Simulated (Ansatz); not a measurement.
# SnBrF: up Jacob's ladder to CCSD(T)

Aim: compute SnBrF with functionals from several rungs and with coupled cluster, and see how far each lands from CCSD(T) at the basis-set limit for the atomisation energy.

Computed with Ansatz 0.2.0, Gaussian basis. Level: functionals in def2-TZVPP, the program's frozen cores in correlated methods.

The runs, in order: LDA (SPW92), PBE-D4, revPBE-D4, BLYP-D4, r2SCAN-D4, B97M-V, PBE0-D4, B3LYP-D4, r2SCANh-D4, r2SCAN0-D4, HSE06-D4, BHLYP-D4, CAM-B3LYP-D4, LC-ωPBE, ωB97X-V, ωB97M-V, B2PLYP, PBE-QIDH; CCSD(T)/def2-SVP; CCSD(T)/def2-TZVPP; MP2/def2-QZVPP; extrapolation to the limit; RPA on PBE.

### Step 1. The relaxed structure

An earlier PBE0-D4 in a triple-zeta def2 set relaxation fixed the geometry. Sn takes the def2 core potential; no spin-orbit term is included.

SMILES `[F][Sn][Br]`, 3 atoms, charge 0, spin multiplicity 1.

Atoms are counted from 1 here; the program's logs count them from 0.

Bond lengths: F1–Sn2 1.936 Å, Sn2–Br3 2.515 Å. Angles: F1–Sn2–Br3 97.3°.

### Step 2. LDA

This LDA is Slater exchange with PW92 correlation.

File in.yaml:

```yaml
crystal:
  periodic: [false, false, false]
  atoms:
    - {symbol: F, position_ang: [-0.943241, 1.248928, -0.388884]}
    - {symbol: Sn, position_ang: [-0.636464, -0.662494, -0.416812]}
    - {symbol: Br, position_ang: [1.568705, -0.651233, 0.792398]}
basis:
  gaussian: {orbitals: def2-TZVPP}
hamiltonian: {xc: lda}
output: {orbitals: {seedname: orbitals}}
```

After this run come: PBE-D4 (GGA); revPBE-D4 (GGA); BLYP-D4 (GGA); r2SCAN-D4 (meta-GGA); B97M-V (meta-GGA); PBE0-D4 (hybrid); B3LYP-D4 (hybrid); r2SCANh-D4 (hybrid); r2SCAN0-D4 (hybrid); HSE06-D4 (hybrid); BHLYP-D4 (hybrid); CAM-B3LYP-D4 (range-separated); LC-ωPBE-D4 (range-separated); ωB97X-V (range-separated); ωB97M-V (range-separated); B2PLYP (double hybrid); PBE-QIDH (double hybrid); CCSD(T) in def2-SVP; CCSD(T) in def2-TZVPP; MP2 in def2-QZVPP; RPA on PBE orbitals.

Q: Predict the results of all the runs planned. Wanted: atomisation energy, CCSD(T)/CBS; farthest beyond LDA; mean size of error, GGA; mean size of error, meta-GGA; mean size of error, hybrid; mean size of error, range-separated; mean size of error, double hybrid; gap, smallest and largest; T1 diagnostic.

**Answer**, as computed:

| quantity | value |
| --- | --- |
| atomisation energy, CCSD(T)/CBS | 874.6 kJ/mol |
| functionals within 8.7 kJ/mol (1.0 %) | BLYP-D4, B97M-V |
| farthest beyond LDA | BHLYP-D4 (-80.9 kJ/mol) |
| mean size of error, GGA | 12.6 kJ/mol |
| mean size of error, meta-GGA | 8.5 kJ/mol |
| mean size of error, hybrid | 43.7 kJ/mol |
| mean size of error, range-separated | 31.8 kJ/mol |
| mean size of error, double hybrid | 40.5 kJ/mol |
| gap, smallest and largest | 3.19 eV (BLYP-D4), 9.46 eV (LC-ωPBE) |
| T1 diagnostic | 0.0138 |
| triples share of the correlation energy | 3.1 % |

What this shows: LDA overbinds by 145.7 kJ/mol (17 %). PBE-D4 misses by +16.5 kJ/mol. Double hybrids carry the basis error of their MP2 part in triple zeta, and no dispersion term here, so their miss is partly the set-up's. Taken by rung, meta-GGA functionals do best (8.5 kJ/mol on average) and hybrid ones worst beyond LDA (43.7 kJ/mol). The gap between the best rungs is small, so their order is not settled. The mean of the hybrids holds BHLYP, with half exact exchange. RPA and LDA stand outside this count. The reference freezes the cores and leaves out spin-orbit coupling and excitations past (T), and its outer-core shells are covered unevenly, so misses under about 8.7 kJ/mol can't be ranked. All levels share the lack of spin-orbit coupling, which lowers the free heavy atoms and so the true binding. Hartree-Fock recovers 63 % of the binding; the rest is correlation. CCSD(T) in def2-SVP is off by -127.5 kJ/mol, worse than the median functional, from the basis alone. The gap grows from 3.2 to 9.5 eV across the functionals, mostly with the share of exact exchange. Correlated methods include outer-core shells of Br, Sn, which these sets cover unevenly.
